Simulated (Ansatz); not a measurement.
# AlF2HO: the cost of one run

Program: Ansatz 0.2.0. Level of theory: RKS PBE-D4/def2-SVP. These are calculated values, not measurements.

## (1) The system as given

Bond lengths: O1–Al2 1.780 Å, Al2–F3 1.769 Å, Al2–F4 1.745 Å, O1–H5 1.020 Å. Angles: O1–Al2–F3 118.8°, O1–Al2–F4 122.8°, F3–Al2–F4 118.4°, Al2–O1–H5 106.8°.

Structure file:

```xyz
5

O    -0.4461    1.2598    0.2801
Al    0.0432   -0.4467    0.1437
F     1.6588   -0.9171    0.6900
F    -0.9897   -1.6731   -0.5460
H    -0.2164    1.7035   -0.6092
```

## (2) End point A

The input, input.yaml:

```yaml
crystal:
  periodic: [false, false, false]
  atoms:
    - { symbol: O, position_ang: [-0.4461, 1.2598, 0.2801] }
    - { symbol: Al, position_ang: [0.0432, -0.4467, 0.1437] }
    - { symbol: F, position_ang: [1.6588, -0.9171, 0.69] }
    - { symbol: F, position_ang: [-0.9897, -1.6731, -0.546] }
    - { symbol: H, position_ang: [-0.2164, 1.7035, -0.6092] }
basis:
  gaussian: { orbitals: def2-SVP }
hamiltonian:
  xc: pbe
  dispersion: d4
relax:
  f_tol: 0.015
  max_steps: 40
```

Started as:

```console
$ ansatz run input.yaml --threads 1 --pin off --max-ram 2048MiB --backend cpu --events-out ev --progress --plain --runs-dir out
```

What time and memory should one allow on 1 thread of Intel Xeon at 2.70GHz, shared host?

About 14 s, with a peak of 0.14 GiB.
